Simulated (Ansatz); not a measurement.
# Bi: stress in a strained cell

Bi is deformed so: equal xy, yz and zx engineering shear strains of +1 %. What stress and forces result, by LAPW, PAW and all-electron datasets made for the crystal?

Program: Ansatz 0.2.0. Level of theory: DFT LDA, scalar-relativistic. These are calculated values, not measurements.

**1. The structure to begin with**

The structure is trigonal, space group R-3m (No. 166). Conventional cell: a = 4.546 Å, b = 4.546 Å, c = 11.862 Å, α = 90.00°, β = 90.00°, γ = 120.00°. Around Bi (site symmetry 3m) lie 6 Bi at 3.07 to 3.53 Å.

Structure file:

```cif
data_structure
_symmetry_space_group_name_H-M 'R-3m:H'
_symmetry_Int_Tables_number 166
_cell_length_a 4.5460
_cell_length_b 4.5460
_cell_length_c 11.8620
_cell_angle_alpha 90.000
_cell_angle_beta 90.000
_cell_angle_gamma 120.000
_cell_volume 212.30
loop_
_atom_site_label
_atom_site_type_symbol
_atom_site_symmetry_multiplicity
_atom_site_Wyckoff_symbol
_atom_site_fract_x
_atom_site_fract_y
_atom_site_fract_z
_atom_site_occupancy
Bi1 Bi 6 c 0.00000 0.00000 0.23389 1
```

The file gives the conventional cell by its symmetry; the runs use the cell typed in the input.

Atoms are numbered in the order of the input: Bi1, Bi2.

**2. After the deformation**

Space group R-3m before, P-1 after.

**3. All-electron LAPW**

input.yaml reads:

```yaml
crystal:
  lattice:
    - [2.2993312633, 1.3434519746, 3.9719265833]
    - [-2.2466680935, 1.3207219778, 3.9491965865]
    - [0.0066468302, -2.6048639523, 3.9408768302]
  atoms:
    - { symbol: Bi, position: [0.23389, 0.23389, 0.23389] }
    - { symbol: Bi, position: [0.76611, 0.76611, 0.76611] }
kpoints:
  mp_grid: { grid: [11, 11, 11] }
  band_path:
    path:
      - [0.0, 0.0, 0.0]
      - [-0.5, -0.5, -0.5]
      - [0.5, 0.0, 0.0]
      - [0.0, 0.0, 0.0]
      - [0.0, 0.0, 0.5]
      - [0.0, -0.5, 0.0]
      - [0.0, 0.0, 0.0]
      - [0.5, 0.0, 0.5]
      - [-0.5, -0.5, 0.0]
    npoints: 5
scf:
  occupations: { method: fermi_dirac, width: 0.03 }
hamiltonian:
  xc: lda
  pseudopotentials: { kind: all_electron, lapw: { basis_error: 0.00025 } }
output:
  forces: true
  stress: true
  eigenvalues: true
```

Started as:

```console
> ansatz run input.yaml --threads 1 --pin off --max-ram 3072MiB --backend cpu --events-out ev --progress --plain --runs-dir out
```

**4. PAW on the default files**

input.yaml reads:

```yaml
crystal:
  lattice:
    - [2.2993312633, 1.3434519746, 3.9719265833]
    - [-2.2466680935, 1.3207219778, 3.9491965865]
    - [0.0066468302, -2.6048639523, 3.9408768302]
  atoms:
    - { symbol: Bi, position: [0.23389, 0.23389, 0.23389] }
    - { symbol: Bi, position: [0.76611, 0.76611, 0.76611] }
kpoints:
  mp_grid: { grid: [11, 11, 11] }
scf:
  occupations: { method: fermi_dirac, width: 0.03 }
hamiltonian:
  xc: lda
  pseudopotentials: { kind: paw }
output:
  forces: true
  stress: true
  eigenvalues: true
  efg: { contact_densities: true }
```

**5. Datasets made for this crystal**

Edit input.yaml of step 4 so:

```diff
@@ -14,3 +14,3 @@
   xc: lda
-  pseudopotentials: { kind: paw }
+  pseudopotentials: { kind: all_electron, datasets: crystal }
 output:
```

(Steps that only read results are left out.)

What does the calculation give? Wanted: pressure; largest shear or deviatoric stress.

The runs gave:

| quantity | value |
| --- | --- |
| pressure | LAPW -1.82, PAW -1.84, crystal datasets -1.82 GPa |
| largest shear or deviatoric stress (LAPW) | 0.43 GPa |

The largest part of the stress beyond the pressure is 0.43 GPa in size, in the yz component; the atoms are carried along and not relaxed. No run of the undeformed cell stands beside it, so the pressure holds what the given cell had before the change. PAW: stress within 0.02 GPa of LAPW, forces within 1 meV/Å. Crystal datasets: stress within 0.01 GPa of LAPW, forces within 1 meV/Å. Spin-orbit coupling is left out, though the cell holds Bi; in elements this heavy it can shift bands and gaps by tenths of an eV.
